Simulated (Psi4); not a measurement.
# PBE0/def2-SVP (core potential) run of SnH3Cl (SMILES [Cl][SnH3])

Aim: the vertical singlet–triplet gap of SnH3Cl at PBE0/def2-SVP (core potential), from 2 runs. 

The calculation is run with Psi4 1.11.

1 further run of the same task is left out (it didn't finish).

### Step 1. The system as given

The species is SnH3Cl (5 atoms), meant as a singlet with charge 0. As SMILES, `[Cl][SnH3]`. Geometry: relaxed at PBE0-D4/def2-TZVP.

Bond lengths: Cl1–Sn2 2.334 Å, Sn2–H3 1.700 Å, Sn2–H4 1.700 Å, Sn2–H5 1.700 Å. Angles: Cl1–Sn2–H3 106.1°, Cl1–Sn2–H4 106.1°, Cl1–Sn2–H5 106.1°, H3–Sn2–H4 112.7°, H3–Sn2–H5 112.7°, H4–Sn2–H5 112.7°.

### Step 2. Energy and forces at PBE0/def2-SVP (core potential)

Contents of input.in:

```
memory 1600 mb

molecule molecule1 {
  Cl    -1.839400     0.332400     1.029900
  Sn     0.168900    -0.044500    -0.097500
  H     -0.120500     0.362900    -1.722400
  H      0.522700    -1.694200     0.111100
  H      1.318200     0.969900     0.637400
  units angstrom
  symmetry c1
  no_reorient
  no_com
}

set basis def2-SVP
set puream true
set e_convergence 1e-09
set d_convergence 1e-08
set scf_type pk
set dft_radial_points 99
set dft_spherical_points 590

e, wfn = gradient("pbe0", return_wfn=True)
oeprop(wfn, "QUADRUPOLE", "MAYER_INDICES", "DIPOLE", title="PBE0")
print_variables()
```

Command:

```sh
$ psi4 -i input.in -o input.out -n 1
```

input.out (excerpt; [...] marks lines left out):

```text
[...]
    !!!  WARNING: ECP capability is in beta. Please check occupations closely.  !!!
[...]
  Running in c1 symmetry.
[...]
  Nuclear repulsion =  114.226496944951634
[...]
  Multiplicity = 1
[...]
  Nalpha       = 21
  Nbeta        = 21
[...]
    Number of basis functions: 59
[...]
   @RKS iter   1:  -675.97153268040108   -1.35467e+00   4.85448e-03 DIIS/ADIIS
[...]
   @RKS iter   9:  -676.01561271127412   -5.91172e-12   8.77320e-09 DIIS
[...]
    Orbital Energies [Eh]
    ---------------------
    Doubly Occupied:
       1A   -101.654581     2A     -9.505618     3A     -7.244916
       4A     -7.238169     5A     -7.238169     6A     -5.174391
       7A     -3.510420     8A     -3.505219     9A     -3.505219
      10A     -1.078135    11A     -1.072600    12A     -1.072599
      13A     -1.067802    14A     -1.067802    15A     -0.808938
      16A     -0.544017    17A     -0.368241    18A     -0.368236
      19A     -0.366661    20A     -0.309585    21A     -0.309583
[...]
  @RKS Final Energy:  -676.01561271127412
   => Energetics <=
    Nuclear Repulsion Energy =            114.2264969449516343
    One-Electron Energy =               -1241.2504398523863074
    Two-Electron Energy =                 486.8579121254774691
    DFT Exchange-Correlation Energy =     -35.8495819293169049
    Empirical Dispersion Energy =           0.0000000000000000
    VV10 Nonlocal Energy =                  0.0000000000000000
    Total Energy =                       -676.0156127112741160
[...]
  -Total Gradient:
     Atom            X                  Y                   Z
    ------   -----------------  -----------------  -----------------
       1        0.006691276448    -0.001256751719    -0.003757011379
       2       -0.004093095716     0.000786028974     0.002299721893
       3       -0.000026602315    -0.000423309855     0.002181045613
       4       -0.000803828448     0.002056028103    -0.000039981939
       5       -0.001772213406    -0.001161479118    -0.000681306774
[...]
 Multipole Moments:
 ------------------------------------------------------------------------------------
     Multipole            Electronic (a.u.)      Nuclear  (a.u.)        Total (a.u.)
 ------------------------------------------------------------------------------------
 L = 1.  Multiply by 2.5417464519 to convert [e a0] to [Debye]
 Dipole X            :         49.6631101          -48.8184288            0.8446813
 Dipole Y            :         -8.3039321            8.1454755           -0.1584566
 Dipole Z            :        -27.6661759           27.1920251           -0.4741508
 Magnitude           :                                                    0.9815365
 L = 2.  Multiply by 1.3450342976 to convert [e a0^2] to [Debye ang]
 Quadrupole XX       :       -245.9777040          214.8733117          -31.1043923
 Quadrupole XY       :         36.7984132          -36.4612869            0.3371262
[...]
```

Run time: 13 s. Hardware: 1 thread of AMD EPYC 7R43 (Zen 3), shared host; peak memory 0.64 GiB.

### Step 3. The triplet: a single-point energy at UPBE0/def2-SVP (core potential)

Contents of job.json:

```json
{
 "schema_name": "qcschema_input",
 "schema_version": 1,
 "molecule": {
  "schema_name": "qcschema_molecule",
  "schema_version": 2,
  "symbols": ["Cl", "Sn", "H", "H", "H"],
  "geometry": [-3.47596223, 0.62814496, 1.94622894, 0.31917474, -0.08409281, -0.1842483, -0.227712, 0.68578161, -3.25486428, 0.98775985, -3.201574, 0.20994857, 2.49103698, 1.83284537, 1.20451143],
  "molecular_charge": 0,
  "molecular_multiplicity": 3,
  "fix_symmetry": "c1",
  "fix_com": true,
  "fix_orientation": true
 },
 "driver": "energy",
 "model": {
  "method": "pbe0",
  "basis": "def2-SVP"
 },
 "keywords": {
  "reference": "uks",
  "puream": true,
  "e_convergence": 1e-09,
  "d_convergence": 1e-08,
  "scf_type": "pk",
  "dft_radial_points": 99,
  "dft_spherical_points": 590,
  "maxiter": 200,
  "scf_properties": ["WIBERG_LOWDIN_INDICES", "MULLIKEN_CHARGES", "DIPOLE"]
 }
}
```

Command:

```sh
$ psi4 --qcschema job.json -n 1 --memory 1600MB
```

stdout (excerpt; [...] marks lines left out):

```text
[...]
    !!!  WARNING: ECP capability is in beta. Please check occupations closely.  !!!
[...]
  Running in c1 symmetry.
[...]
  Nuclear repulsion =  114.226497034569746
[...]
  Multiplicity = 3
[...]
  Nalpha       = 22
  Nbeta        = 20
[...]
    Number of basis functions: 59
[...]
   @UKS iter   1:  -675.70544403963208   -1.06497e+00   5.80522e-03 ADIIS/DIIS
[...]
   @UKS iter  38:  -675.79283825707194   -1.79625e-11   7.35594e-09 DIIS
[...]
   @S^2 Observed:                2.005479997E+00
[...]
  @UKS Final Energy:  -675.79283825707194
   => Energetics <=
    Nuclear Repulsion Energy =            114.2264970345697463
    One-Electron Energy =               -1240.5504586217775795
    Two-Electron Energy =                 486.3378951363514489
    DFT Exchange-Correlation Energy =     -35.8067718062156004
    Empirical Dispersion Energy =           0.0000000000000000
    VV10 Nonlocal Energy =                  0.0000000000000000
    Total Energy =                       -675.7928382570719350
[...]
 Multipole Moments:
 ------------------------------------------------------------------------------------
     Multipole            Electronic (a.u.)      Nuclear  (a.u.)        Total (a.u.)
 ------------------------------------------------------------------------------------
 L = 1.  Multiply by 2.5417464519 to convert [e a0] to [Debye]
 Dipole X            :         48.4836328          -48.8184288           -0.3347960
 Dipole Y            :         -8.0466456            8.1454755            0.0988298
 Dipole Z            :        -27.1950847           27.1920251           -0.0030596
 Magnitude           :                                                    0.3490917
[...]
  Mulliken Charges: (a.u.)
   Center  Symbol    Alpha    Beta     Spin     Total
       1    CL     8.86169  8.08401  0.77768  0.05430
       2    SN    11.44336 10.58054  0.86282 -0.02390
       3     H     0.61516  0.35433  0.26082  0.03051
       4     H     0.54034  0.48980  0.05054 -0.03015
       5     H     0.53945  0.49131  0.04814 -0.03076
   Total alpha = 22.00000, Total beta = 20.00000, Total charge =  0.00000
  Wiberg Bond Indices using Orthogonal Lowdin Orbitals:
  Total Bond Index:
[...]
```

The result, in JSON:

```text
{
 "driver": "energy",
 "model": {
  "method": "pbe0",
  "basis": "def2-SVP"
 },
 "success": true,
 "return_result": -675.7928382570719,
 "properties": {
  "calcinfo_nbasis": 59,
  "calcinfo_nmo": 59,
  "calcinfo_nalpha": 22,
  "calcinfo_nbeta": 20,
  "calcinfo_natom": 5,
  "nuclear_repulsion_energy": 114.22649703456975,
  "return_energy": -675.7928382570719,
  "scf_one_electron_energy": -1240.5504586217776,
  "scf_two_electron_energy": 486.33789513635145,
  "scf_xc_energy": -35.8067718062156,
  "scf_dipole_moment": [-0.33479595328471845, 0.09882983965307979, -0.003059641266141],
  "scf_total_energy": -675.7928382570719,
  "scf_iterations": 38
 }
}
```

Run time: 41 s. Hardware: 1 thread of AMD EPYC 7R43 (Zen 3), shared host; peak memory 0.64 GiB.

### Step 4. Results

At PBE0/def2-SVP (core potential):

```
                                        quantity          value
                           singlet: total energy  -676.01561 Eh
                          singlet: dipole moment         2.49 D
                            singlet: HOMO energy       -8.42 eV
                            singlet: LUMO energy       -0.62 eV
                          singlet: HOMO–LUMO gap        7.81 eV
               singlet: largest force on an atom     0.400 eV/Å
                           triplet: total energy  -675.79284 Eh
                          triplet: dipole moment         0.89 D
     triplet: HOMO energy (highest over α and β)       -2.74 eV
                                   triplet: ⟨S²⟩          2.005
vertical energy of the triplet above the singlet       6.062 eV
```

**Reading.** At this shape the triplet lies 6.06 eV (585 kJ/mol) above the singlet. The largest force (singlet) is 0.40 eV/Å: the shape isn't a stationary point for this species at this level.
